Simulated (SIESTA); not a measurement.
Crystal: NbRu3C.

```
Ru Nb C
1.0
     4.06514    0.00000    0.00000
     0.00000    4.06514    0.00000
     0.00000    0.00000    4.06514
Ru Nb C
3 1 1
Direct
  0.50000 0.50000 0.00000
  0.50000 0.00000 0.50000
  0.00000 0.50000 0.50000
  0.00000 0.00000 0.00000
  0.50000 0.50000 0.50000
```

The cell comes from a database or a generator and needn't be the stable form of this composition.

```yaml
Program: SIESTA 5.4.2
Task: single point
Functional: PBE
Potentials_or_basis: PseudoDojo 0.4 standard (PBE files)
Basis: DZP (energy shift 0.003 Ry; two zetas on semicore shells)
Grid_cutoff: 800 Ry
Energy_shift: 0.003 Ry
k_mesh: 7 × 7 × 7
Occupations: fermi-dirac, width 0.05 eV
Spin: no spin polarisation
```

On this cell: pressure 0.6 GPa; largest force zero by symmetry; band gap on the k mesh none (metal or under the smearing width).

The same run follows on a disturbed copy (atoms moved at random, drawn with an rms of 0.05 Å):

```
CELL_PARAMETERS angstrom
4.06514 0.00000 0.00000
0.00000 4.06514 0.00000
0.00000 0.00000 4.06514
ATOMIC_POSITIONS crystal
Ru 0.50482 0.50205 0.00898
Ru 0.48875 0.99205 0.50034
Ru 0.00354 0.49763 0.51452
Nb 0.00257 0.01736 0.00268
C 0.50085 0.49707 0.50493
```

Task: What changes?

Result: The energy (extrapolated to zero smearing) moves by +6.5 meV/atom; pressure 1.1 GPa; largest force 0.649 eV/Å; band gap on the k mesh none (metal or under the smearing width).

Forces in eV/Å, atoms in the order of the input:
```
Ru   0.003 -0.018 -0.294
Ru   0.168  0.623  0.075
Ru  -0.305  0.020 -0.063
Nb  -0.050 -0.406  0.099
C    0.179 -0.216  0.183
```

Stress tensor (GPa, compression positive):
```
 1.10  0.22 -0.05
 0.22  1.02  0.10
-0.05  0.10  1.13
```

Caveats: the basis of atomic orbitals isn't converged, which shifts pressures, moduli and gaps.
